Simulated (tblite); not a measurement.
# C4H14B2Si: the cost of one run

Programs: tblite 0.8.0 and PySCF 2.14.0, with density-fitted response routines of our own. Each step states its level of theory. These are calculated values for one molecule in the gas phase, unless marked as measured. Atoms count from 0, in the outputs and in this text.

### 1 The molecule as given

21 atoms, charge 0, multiplicity 1; geometry from: force field or distance geometry start.

Bonds of the start (Å): B0–B1 1.67, B1–C2 1.58, C2–Si3 1.88, Si3–C4 1.88, Si3–C5 1.88, C5–C6 1.53, B0–H7 1.18, B0–H8 1.18, B1–H9 1.20, C2–H10 1.10, C2–H11 1.11, Si3–H12 1.45, C4–H13 1.10, C4–H14 1.11, C4–H15 1.11, C5–H16 1.10, C5–H17 1.11, C6–H18 1.11, C6–H19 1.11, C6–H20 1.10.

### 2 Geometry optimisation with GFN2-xTB

Job settings and geometry (Å):

```
{"job": {"kind": "relax", "xc": "GFN2-xTB", "basis": "xTB"}, "charge": 0, "multiplicity": 1}
B      3.016100     1.387100     1.141500
B      1.655100     0.470500     0.854500
C      1.059300     0.365500    -0.600200
Si    -0.476700    -0.711900    -0.655100
C     -0.027200    -2.471300    -0.166600
C     -1.807300    -0.080100     0.514400
C     -2.225700     1.338500     0.142500
H      3.523400     1.981500     0.257300
H      3.463100     1.459000     2.232700
H      1.163700    -0.111400     1.775700
H      1.808700    -0.058900    -1.290500
H      0.774700     1.381900    -0.954900
H     -1.014200    -0.724100    -2.006500
H      0.355300    -2.489500     0.866200
H      0.757500    -2.837300    -0.857300
H     -0.927600    -3.113600    -0.240400
H     -2.679600    -0.752600     0.461600
H     -1.414700    -0.097600     1.556700
H     -1.371100     2.038800     0.253300
H     -3.030800     1.670900     0.835000
H     -2.611000     1.371400    -0.892400
```

Command:

```
OMP_NUM_THREADS=1 python probes_run.py task.json out
```

This one command runs all jobs of the session in turn.

**Question.** How long does this first job take on 1 thread of Arm Neoverse N1, shared host?

About 2.8 s.
